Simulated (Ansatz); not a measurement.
# CH9N3OTi: the cost of one run

The runs use Ansatz 0.2.0, Gaussian basis; RKS PBE0-D4/def2-TZVP.

The runs, in order: relaxation at PBE-D4/def2-SVP; relaxation at PBE0-D4/def2-TZVP; harmonic vibrations at the same level.

1 further run of the same task is left out (set aside as unsound or not needed).

### Step 1. Where the work starts

SMILES `C[O][Ti]([NH2])([NH2])[NH2]`, 15 atoms, charge 0, spin multiplicity 1.

Atoms are counted from 1 here; the program's logs count them from 0.

Bond lengths: C1–O2 1.364 Å, C1–H7 1.069 Å, C1–H8 1.131 Å, C1–H9 1.165 Å, O2–Ti3 1.978 Å, Ti3–N4 2.095 Å, Ti3–N5 2.061 Å, Ti3–N6 2.024 Å, N4–H10 1.017 Å, N4–H11 1.091 Å, N5–H12 1.037 Å, N5–H13 1.098 Å, N6–H14 1.027 Å, N6–H15 1.067 Å. Angles: O2–C1–H7 113.5°, O2–C1–H8 107.3°, O2–C1–H9 111.6°, H7–C1–H8 111.3°, H7–C1–H9 108.6°, H8–C1–H9 104.1°, C1–O2–Ti3 106.8°, O2–Ti3–N4 108.7°, O2–Ti3–N5 108.8°, O2–Ti3–N6 111.3°, N4–Ti3–N5 106.3°, N4–Ti3–N6 111.8°, N5–Ti3–N6 109.7°, Ti3–N4–H10 103.8°, Ti3–N4–H11 100.1°, H10–N4–H11 105.8°, Ti3–N5–H12 109.0°, Ti3–N5–H13 104.9° and more.

The start is a force-field geometry with small random shifts, so a cheaper pass at PBE-D4/def2-SVP comes first.

### Step 2. Geometry optimisation, PBE-D4/def2-SVP (cheap first pass)

Contents of in.yaml:

```yaml
crystal:
  periodic: [false, false, false]
  atoms:
    - {symbol: C, position_ang: [-0.506000, -1.383200, 1.847600]}
    - {symbol: O, position_ang: [0.305100, -1.635700, 0.780200]}
    - {symbol: Ti, position_ang: [0.324200, 0.004800, -0.324500]}
    - {symbol: N, position_ang: [1.417400, -0.372500, -2.071300]}
    - {symbol: N, position_ang: [1.345800, 1.479300, 0.690700]}
    - {symbol: N, position_ang: [-1.554900, 0.636200, -0.734000]}
    - {symbol: H, position_ang: [-0.473800, -2.145000, 2.596800]}
    - {symbol: H, position_ang: [-1.554700, -1.244000, 1.448300]}
    - {symbol: H, position_ang: [-0.253600, -0.360300, 2.345400]}
    - {symbol: H, position_ang: [1.476600, 0.538000, -2.521000]}
    - {symbol: H, position_ang: [0.677500, -0.937700, -2.640700]}
    - {symbol: H, position_ang: [1.739200, 2.151500, 0.005800]}
    - {symbol: H, position_ang: [0.570400, 2.039700, 1.229700]}
    - {symbol: H, position_ang: [-1.498900, 1.380700, -1.438800]}
    - {symbol: H, position_ang: [-2.036000, -0.202500, -1.184800]}
basis:
  gaussian: {orbitals: def2-SVP}
hamiltonian: {xc: pbe, dispersion: d4}
relax: {f_tol: 0.03, max_steps: 200}
```

The run is started by

```sh
$ ansatz run in.yaml --threads 2 --pin off --events-out ev --progress --plain --max-ram 22528MiB --backend cpu
```

What time and memory should one allow on 2 threads of AMD EPYC 7R13, shared host?

About 75 s, with a peak of 0.27 GiB.
